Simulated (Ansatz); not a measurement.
# Ir: lattice vibrations

How does the lattice vibrate, and how do the modes shift with volume? Displacements sample a 4×4×4 mesh. Runs: cell and atoms relaxed (PAW); reference run (PAW); volume scaled by 0.970 (PAW); volume scaled by 1.030 (PAW); mode Grüneisen parameters (PAW).

The COD entry's cell or inner coordinates are ideal or old and differ from later refinements, so a difference from it is no clean test against experiment.

Program: Ansatz 0.2.0. Level of theory: DFT PBEsol, frozen-core PAW, scalar-relativistic unless said. These are calculated values, not measurements.

4 further runs of the same task are left out: 1 for a known fault of the program, 3 that didn't finish.

**1. Starting point**

The structure is cubic, space group Fm-3m (No. 225). The conventional cell has a = 3.831 Å, b = 3.831 Å, c = 3.831 Å, α = 90.00°, β = 90.00°, γ = 90.00°. Ir (site symmetry m-3m) is surrounded by 12 Ir at 2.71 Å.

Structure file:

```cif
data_structure
_symmetry_space_group_name_H-M 'P 1'
_symmetry_Int_Tables_number 1
_cell_length_a 2.7091
_cell_length_b 2.7091
_cell_length_c 2.7091
_cell_angle_alpha 60.000
_cell_angle_beta 60.000
_cell_angle_gamma 60.000
_cell_volume 14.06
loop_
_atom_site_label
_atom_site_type_symbol
_atom_site_fract_x
_atom_site_fract_y
_atom_site_fract_z
_atom_site_occupancy
Ir1 Ir 0.00000 0.00000 0.00000 1
```

Cartesian axes are those of the input's lattice vectors. The structure goes back to a database entry.

**2. Cell and atoms relaxed, PAW**

File input.yaml:

```yaml
crystal:
  lattice:
    - [0.0, 1.9156, 1.9156]
    - [1.9156, 0.0, 1.9156]
    - [1.9156, 1.9156, 0.0]
  atoms:
    - { symbol: Ir, position: [0.0, 0.0, 0.0] }
kpoints:
  mp_grid: { grid: [20, 20, 20] }
scf:
  occupations: { method: fermi_dirac, width: 0.1 }
hamiltonian:
  xc: pbesol
  pseudopotentials: { kind: paw }
relax:
  f_tol: 0.002
  max_steps: 80
  cell: {}
output:
  forces: true
  stress: true
```

On the command line:

```bash
$ ansatz run input.yaml --threads 2 --pin off --max-ram 5120MiB --backend cpu --events-out ev --progress --plain --runs-dir out
```

**3. Reference run, PAW**

File input.yaml:

```yaml
crystal:
  lattice:
    - [0.0, 1.91539962842, 1.91539962842]
    - [1.91539962842, 0.0, 1.91539962842]
    - [1.91539962842, 1.91539962842, 0.0]
  atoms:
    - { symbol: Ir, position: [0.0, 0.0, 0.0] }
kpoints:
  mp_grid: { grid: [20, 20, 20] }
scf:
  occupations: { method: fermi_dirac, width: 0.1 }
hamiltonian:
  xc: pbesol
  pseudopotentials: { kind: paw }
phonons:
  qmesh: [4, 4, 4]
  qpath:
    path:
      - [0.0, 0.0, 0.0]
      - [0.5, 0.0, 0.5]
      - [0.625, 0.25, 0.625]
      - [0.375, 0.375, 0.75]
      - [0.0, 0.0, 0.0]
      - [0.5, 0.5, 0.5]
      - [0.5, 0.25, 0.75]
      - [0.5, 0.0, 0.5]
    npoints: 6
  temperatures: { t_min: 0, t_max: 1000, t_step: 100 }
```

**4. Volume scaled by 0.970, PAW**

Changes to input.yaml since step 3:

```diff
@@ -2,5 +2,5 @@
   lattice:
-    - [0.0, 1.91539962842, 1.91539962842]
-    - [1.91539962842, 0.0, 1.91539962842]
-    - [1.91539962842, 1.91539962842, 0.0]
+    - [0.0, 1.89605083455, 1.89605083455]
+    - [1.89605083455, 0.0, 1.89605083455]
+    - [1.89605083455, 1.89605083455, 0.0]
   atoms:
```

**5. Volume scaled by 1.030, PAW**

Changes to input.yaml since step 4:

```diff
@@ -2,5 +2,5 @@
   lattice:
-    - [0.0, 1.89605083455, 1.89605083455]
-    - [1.89605083455, 0.0, 1.89605083455]
-    - [1.89605083455, 1.89605083455, 0.0]
+    - [0.0, 1.9343652146, 1.9343652146]
+    - [1.9343652146, 0.0, 1.9343652146]
+    - [1.9343652146, 1.9343652146, 0.0]
   atoms:
```

(Steps that only read results are left out.)

Q: Predict the outcome of this session. Wanted: highest mode on the mesh, without the LO shift.

As calculated:

```
                                            quantity     value
highest mode on the mesh, without the LO shift (PAW)  202 cm⁻¹
             mean Grüneisen parameter at 300 K (PAW)      2.48
```

**Reading.** No mode on the mesh is unstable; the highest lies at 202 cm⁻¹ by PAW. Weighted by heat capacity at 300 K the mean Grüneisen parameter of the sampled modes is 2.48, which points to expansion on heating. Each set of modes is computed in the harmonic approximation. Cautions: frozen-core PAW files fitted under PBE, their cores solved anew for the functional of the run; responses of metals move with mesh and smearing; no spin-orbit coupling on heavy atoms.
